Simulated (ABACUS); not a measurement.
Input of an ABACUS 3.10.1 run:

File INPUT:

```
INPUT_PARAMETERS
suffix              Bi
calculation         scf
basis_type          lcao
pseudo_dir          ./
orbital_dir         ./
symmetry            1
dft_functional      pz
ecutwfc             100
pseudo_rcut         7
nspin               1
nbands              12
ks_solver           genelpa
smearing_method     fd
smearing_sigma      0.00367493
scf_thr             1e-06
scf_nmax            100
mixing_type         broyden
mixing_beta         0.3
cal_force           1
out_mul             1
mixing_ndim         12
```

File STRU:

```
ATOMIC_SPECIES
Bi 208.9804 Bi_ONCV_PBE-1.2.upf

NUMERICAL_ORBITAL
Bi_confined-atom_8au_2s2p2d.orb

LATTICE_CONSTANT
1.8897261246

LATTICE_VECTORS
3.3013800000 0.0000000000 0.0000000000
-1.6506900000 2.8590800000 0.0000000000
0.0000000000 0.0000000000 23.8000000000

ATOMIC_POSITIONS
Direct

Bi
0.0
1
0.0000000000 0.0000000000 0.2941200000 1 1 1
```

Contents of KPT:

```
K_POINTS
0
Gamma
9 9 1 0 0 0
```

Potentials or basis: SG15 ONCV 1.2 PBE, DZP LCAO (the cutoffs set its grid).

Run with:

```bash
$ OMP_NUM_THREADS=1 mpirun -np 4 abacus > log
```

(1) Predict the band gap on the k mesh.

## Answers

(1) none (metal or under the smearing width).

Caveat: the atomic orbitals were generated for these runs and aren't a published set; spin-orbit coupling is left out, which moves the levels of the heavy elements; the basis of atomic orbitals isn't converged, which shifts pressures, moduli and gaps.
